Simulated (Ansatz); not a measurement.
**BF₂H₄NSi: how energies converge with the basis set**

The task here is to estimate one member of a computed series from the others.

Program: Ansatz 0.2.0, Gaussian basis. Level of theory: one geometry, several basis sets. These are calculated values, not measurements.

Plan: PBE0-D4/def2-SVP; ωB97M-V/def2-SVP; PBE0-D4/def2-QZVPP; ωB97M-V/def2-QZVPP; the functionals' def2-TZVPP values are taken from earlier runs.

## Structure used throughout

All runs share one geometry, relaxed beforehand with PBE0-D4 in a triple-zeta def2 set.

SMILES `N[SiH2]B(F)F`, 9 atoms, charge 0, spin multiplicity 1.

Atoms are counted from 1 here; the program's logs count them from 0.

Bond lengths: N1–Si2 1.721 Å, N1–H6 1.008 Å, N1–H7 1.008 Å, Si2–B3 2.043 Å, Si2–H8 1.488 Å, Si2–H9 1.488 Å, B3–F4 1.323 Å, B3–F5 1.323 Å. Angles: Si2–N1–H6 119.4°, Si2–N1–H7 119.4°, H6–N1–H7 110.4°, N1–Si2–B3 116.7°, N1–Si2–H8 108.3°, N1–Si2–H9 108.3°, B3–Si2–H8 107.1°, B3–Si2–H9 107.1°, H8–Si2–H9 109.2°, Si2–B3–F4 121.7°, Si2–B3–F5 122.7°, F4–B3–F5 115.7°.

Coordinates:

```mol
BF2H4NSi
  3D, bonds by distance, orders not assigned

  9  8  0  0  0  0  0  0  0  0999 V2000
    0.6490    0.4248    1.4611 N   0  0
    0.2319   -0.6282    0.1649 Si  0  0
   -0.7494    0.2085   -1.4198 B   0  0
   -1.1224   -0.5123   -2.4646 F   0  0
   -1.0526    1.4950   -1.4739 F   0  0
   -0.0787    0.7899    2.0548 H   0  0
    1.3700    1.1153    1.3247 H   0  0
    1.4836   -1.2337   -0.3663 H   0  0
   -0.6430   -1.7057    0.7021 H   0  0
  1  2  8  0
  2  3  8  0
  3  4  8  0
  3  5  8  0
  1  6  8  0
  1  7  8  0
  2  8  8  0
  2  9  8  0
M  END
```

The first run:

in.yaml

```yaml
crystal:
  periodic: [false, false, false]
  atoms:
    - {symbol: N, position_ang: [0.648963, 0.424821, 1.461062]}
    - {symbol: Si, position_ang: [0.231936, -0.628180, 0.164894]}
    - {symbol: B, position_ang: [-0.749392, 0.208470, -1.419844]}
    - {symbol: F, position_ang: [-1.122355, -0.512348, -2.464614]}
    - {symbol: F, position_ang: [-1.052631, 1.495048, -1.473948]}
    - {symbol: H, position_ang: [-0.078689, 0.789909, 2.054830]}
    - {symbol: H, position_ang: [1.369977, 1.115332, 1.324678]}
    - {symbol: H, position_ang: [1.483566, -1.233684, -0.366306]}
    - {symbol: H, position_ang: [-0.642975, -1.705668, 0.702148]}
basis:
  gaussian: {orbitals: def2-SVP}
hamiltonian: {xc: pbe0, dispersion: d4}
output: {orbitals: {seedname: orbitals}}
```

Run with:

```sh
$ ansatz run in.yaml --threads 2 --pin off --events-out ev --progress --plain --max-ram 4352MiB
```

Steps of the session up to this table: PBE0-D4 in def2-SVP; ωB97M-V in def2-SVP; PBE0-D4 in def2-QZVPP; ωB97M-V in def2-QZVPP.

One table of the session follows, with a row left open; its other results are not shown here.

It belongs to the step «Density functionals: the series». 

| functional | basis | HOMO (eV) |
| --- | --- | --- |
| PBE0-D4 | def2-SVP | -7.13 |
| PBE0-D4 | def2-TZVPP | -7.40 |
| PBE0-D4 | def2-QZVPP | -7.45 |
| ωB97M-V | def2-SVP | ? |
| ωB97M-V | def2-TZVPP | -9.69 |
| ωB97M-V | def2-QZVPP | -9.73 |

**Question.** Estimate the row for ωB97M-V, def2-SVP.

The run gave: HOMO (eV): -9.40. In the column «HOMO (eV)» it lies between ωB97M-V, def2-TZVPP (-9.69) and PBE0-D4, def2-QZVPP (-7.45).
